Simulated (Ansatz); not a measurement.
# BBr2H2N: the cost of one run

Program: Ansatz 0.2.0, Gaussian basis. Level of theory: the settings change from run to run. These are calculated values, not measurements.

## 1. The relaxed structure

The geometry comes from an earlier relaxation with PBE0-D4 in a triple-zeta def2 set; it is a stationary point.

SMILES `NB(Br)Br`, 6 atoms, charge 0, spin multiplicity 1.

Atoms are counted from 1 here; the program's logs count them from 0.

Bond lengths: N1–B2 1.381 Å, N1–H5 1.006 Å, N1–H6 1.006 Å, B2–Br3 1.922 Å, B2–Br4 1.922 Å. Angles: B2–N1–H5 122.4°, B2–N1–H6 122.4°, H5–N1–H6 115.3°, N1–B2–Br3 120.1°, N1–B2–Br4 120.1°, Br3–B2–Br4 119.8°.

## 2. BCCD(T)/6-31G*

Set apart from the defaults: unrestricted orbitals, atoms shaken by 0.15 Å, correlated electrons set to outside_noble_gas.

in.yaml

```yaml
crystal:
  periodic: [false, false, false]
  atoms:
    - {symbol: N, position_ang: [0.603076, 0.082204, 0.538119]}
    - {symbol: B, position_ang: [-0.107409, 0.006788, -0.616308]}
    - {symbol: Br, position_ang: [-2.002399, 0.831609, -0.227039]}
    - {symbol: Br, position_ang: [-0.092547, -1.442038, -2.011276]}
    - {symbol: H, position_ang: [1.432967, -0.215213, 0.675884]}
    - {symbol: H, position_ang: [0.665059, 0.704169, 1.187005]}
basis:
  gaussian: {orbitals: "6-31G*"}
magnetization: {spin_polarized: true, initial_magnetization: 0}
hamiltonian: {xc: {name: HF}}
correlation: {method: bccd_t, electrons: outside_noble_gas}
```

Command:

```console
$ ansatz run in.yaml --threads 4 --pin off --events-out ev --progress --plain --max-ram 10444MiB
```

**Question.** How long does this run take on 4 threads of Intel Xeon Platinum 8259CL at 2.50GHz, shared host, and how much memory does it need?

About 11 s, with a peak of 0.68 GiB.
